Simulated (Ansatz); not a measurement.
# BrClH4Sn: the cost of one run

All numbers below are computed with Ansatz 0.2.0 (RKS B3LYP-D4/def2-SVP).

### 1 The system as given

Bond lengths: Sn1–Cl3 2.410 Å, Sn1–H4 1.739 Å, Sn1–H5 1.739 Å, Sn1–Br6 2.890 Å. Angles: Cl3–Sn1–H4 109.5°, Cl3–Sn1–H5 109.5°, Cl3–Sn1–Br6 67.1°, H4–Sn1–H5 109.5°, H4–Sn1–Br6 72.9°, H5–Sn1–Br6 176.5°.

Structure file:

```xyz
7

Sn    0.0000    0.0000    0.0000
H     0.0000    0.0000    2.0900
Cl    2.2726    0.0000   -0.8025
H    -0.8195    1.4198   -0.5794
H    -0.8195   -1.4198   -0.5794
Br    1.5157    2.2857    0.9113
H     0.5587    0.8425    2.1450
```

### 2 A restrained relaxation towards end A

Springs on the bonds that form and break draw the guess towards this end; the thresholds are loose.

Contents of input.yaml:

```yaml
crystal:
  periodic: [false, false, false]
  atoms:
    - { symbol: Sn, position_ang: [0.0, 0.0, 0.0] }
    - { symbol: H, position_ang: [0.0, 0.0, 2.09] }
    - { symbol: Cl, position_ang: [2.2726, 0.0, -0.8025] }
    - { symbol: H, position_ang: [-0.8195, 1.4198, -0.5794] }
    - { symbol: H, position_ang: [-0.8195, -1.4198, -0.5794] }
    - { symbol: Br, position_ang: [1.5157, 2.2857, 0.9113] }
    - { symbol: H, position_ang: [0.5587, 0.8425, 2.145] }
basis:
  gaussian: { orbitals: def2-SVP }
hamiltonian:
  xc: b3lyp
  dispersion: d4
relax:
  f_tol: 0.15
  max_steps: 25
  restrain:
    - { distance: [0, 5], at: 3.79, k: 30.0 }
    - { distance: [6, 1], at: 1.86, k: 30.0 }
    - { distance: [0, 1], at: 1.74, k: 30.0 }
    - { distance: [6, 5], at: 1.55, k: 30.0 }
```

Launch:

```
> ansatz run input.yaml --threads 2 --pin off --max-ram 3072MiB --backend cpu --events-out ev --progress --plain --runs-dir out
```

Q: Estimate wall time and peak memory on 2 threads of Arm Neoverse V2, shared host.

About 30 s, with a peak of 0.23 GiB.
